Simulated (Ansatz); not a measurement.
# NaTlTe2: the cost of one run

Program: Ansatz 0.2.0. PAW datasets, plane waves, zero pressure. Computed, not measured; no magnetism was allowed, and the structure may never have been made.

## 1. The cell

It is tetragonal, P-4m2 (No. 115); conventional cell a = 4.672 Å, c = 6.607 Å, 36.05 Å³ an atom. Near Na stand 4 Te at 2.86 Å; near Te stand 2 Na at 2.86 Å and 2 Tl at 2.86 Å; near Tl stand 4 Te at 2.86 Å.

As a file:

```
CELL_PARAMETERS angstrom
4.67159 0.00000 0.00000
0.00000 4.67159 0.00000
0.00000 0.00000 6.60662
ATOMIC_POSITIONS crystal
Na 0.00000 0.00000 0.00000
Te 0.00000 0.50000 0.25000
Tl 0.50000 0.50000 0.50000
Te 0.50000 0.00000 0.75000
```

## 2. Relaxation with PBE

input.yaml reads:

```yaml
crystal:
  lattice:
    - [4.6715851878, 0.0, 0.0]
    - [0.0, 4.6715851878, 0.0]
    - [0.0, 0.0, 6.6066191303]
  atoms:
    - { symbol: Na, position: [0.0, 0.0, 0.0] }
    - { symbol: Te, position: [0.0, 0.5, 0.25] }
    - { symbol: Tl, position: [0.5, 0.5, 0.5] }
    - { symbol: Te, position: [0.5, 0.0, 0.75] }
kpoints:
  mp_grid: { grid: [6, 6, 4] }
hamiltonian:
  xc: pbe
scf:
  occupations: { method: fermi_dirac, width: 0.02 }
relax:
  f_tol: 0.005
  cell: {}
```

Launch:

```sh
$ ansatz run input.yaml --threads 2 --pin off --max-ram 2211MiB --backend cpu --events-out ev --progress --plain --runs-dir out
```

Q: Estimate wall time and peak memory on 2 threads of Arm Neoverse N1, shared host.

About 1.7 min, with a peak of 0.51 GiB.
